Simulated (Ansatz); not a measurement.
**Ti (P6_3/mmc): test of the smearing width from a Python script**

How much does the smearing width move the energy of Ti (P6_3/mmc)? The task is a test of the smearing width, for Ti (P6_3/mmc).

Computed with Ansatz 0.2.0, driven from Python. Level of theory: DFT r2SCAN, plane waves, PAW.

### 1 Starting point

The structure is hexagonal, space group P6_3/mmc (No. 194). The conventional cell has a = 2.950 Å, b = 2.950 Å, c = 4.680 Å, α = 90.00°, β = 90.00°, γ = 120.00°. Around Ti (site symmetry -6m2) lie 12 Ti at 2.89 to 2.95 Å.

No structure file is read: the coordinates are typed or built in the script.

### 2 Script

Input file smear_ti.py:

```python
"""Smearing width test for Ti."""

import warnings

import ansatz
import matplotlib.pyplot as plt


def main() -> None:
    warnings.simplefilter("ignore", ansatz.DeckWarning)

    system = (
        ansatz.Lattice.of((2.95, 0.0, 0.0), (-1.475, 2.554775, 0.0), (0.0, 0.0, 4.68))
        .atom("Ti", (1 / 3, 2 / 3, 0.25))
        .atom("Ti", (2 / 3, 1 / 3, 0.75))
    )

    calc = (
        system.calculation()
        .functional("r2SCAN")
        .pseudopotentials("paw")
        .kpoints(13, 13, 7)
    )

    rows = []
    for value in [0.25, 0.15, 0.1, 0.05, 0.025]:
        summary = calc.occupations("cold", width=value).run().report
        rows.append((value, summary["free_energy_ev"] / len(summary["lattice"]["sites"]), summary["n_iterations"], summary["n_kpoints"]))

    print("  width (eV)   F/atom (eV)    iterations      k-points")
    for row in rows:
        print(f"{str(row[0]):>12s}  {row[1]:12.5f}  {row[2]:12d}  {row[3]:12d}")

    # differences from the last row
    for row in rows[:-1]:
        shift = 1000 * (row[1] - rows[-1][1])
        print(f"{row[0]}: {shift:+.2f} meV/atom" + ("  (within 5 meV)" if abs(shift) < 5 else ""))
    plt.figure(figsize=(4.5, 3))
    plt.plot([str(row[0]) for row in rows], [1000 * (row[1] - rows[-1][1]) for row in rows], "o-")
    plt.xlabel("width (eV)")
    plt.ylabel("F - F(last) (meV/atom)")
    plt.tight_layout()
    plt.savefig("smear.png", dpi=100)


if __name__ == "__main__":
    main()
```

### 3 The input behind the calls

The package turns the script's settings into the engine's input (first run):

```yaml
crystal:
  lattice:
    - [2.95, 0.0, 0.0]
    - [-1.475, 2.554775, 0.0]
    - [0.0, 0.0, 4.68]
  atoms:
    - { symbol: Ti, position: [0.3333333333333333, 0.6666666666666666, 0.25] }
    - { symbol: Ti, position: [0.6666666666666666, 0.3333333333333333, 0.75] }
kpoints:
  mp_grid:
    grid: [13, 13, 7]
hamiltonian:
  xc: r2scan
  pseudopotentials:
    kind: paw
scf:
  occupations:
    method: cold
    width: 0.25
```

### 4 The run

Command:

```sh
$ python smear_ti.py
```

Output:

```text
  width (eV)   F/atom (eV)    iterations      k-points
        0.25   -2504.36855             6            84
        0.15   -2504.36790             6            84
         0.1   -2504.36752             6            84
        0.05   -2504.36723             6            84
       0.025   -2504.36712             6            84
0.25: -1.43 meV/atom  (within 5 meV)
0.15: -0.77 meV/atom  (within 5 meV)
0.1: -0.40 meV/atom  (within 5 meV)
0.05: -0.10 meV/atom  (within 5 meV)
```

Run time: 22 s. Hardware: 1 thread of Arm Neoverse V2, shared host; peak memory 0.49 GiB.

### 5 Inputs of later runs

The engine's inputs for some of the other runs:

Run 2, against run 1:

```diff
@@ -19 +19 @@
-    width: 0.25
+    width: 0.15
```

Run 4, against run 1:

```diff
@@ -19 +19 @@
-    width: 0.25
+    width: 0.05
```

Run 5, against run 1:

```diff
@@ -19 +19 @@
-    width: 0.25
+    width: 0.025
```

### 6 What each run gave

From the records of these 5 runs:

```csv
run,width (eV),energy from run 5 (meV/atom),the same at zero width (meV/atom),SCF cycles,CPU time (s)
1,0.25,-1.43,-1.30,6,3.9
2,0.15,-0.77,-0.46,6,3.8
3,0.1,-0.40,-0.21,6,3.9
4,0.05,-0.10,-0.13,6,4.6
5,0.025,0.00,0.00,6,4
```

Energies are free energies F = E - TS of the smeared occupations. 

### 7 What came out

| quantity | value |
| --- | --- |
| runs compared | 5 |
| last run but one, from the last | -0.10 meV/atom |
| within 5 meV/atom of the last run from | 0.25 |

**Reading.** Going from 0.025 to 0.25 eV changes F by -1.4 meV an atom. This scheme is built to cancel the term in the square of the width, so the shifts stay small and are partly the mesh's error. The narrowest width needs the finest mesh, so the last row is no converged reference.
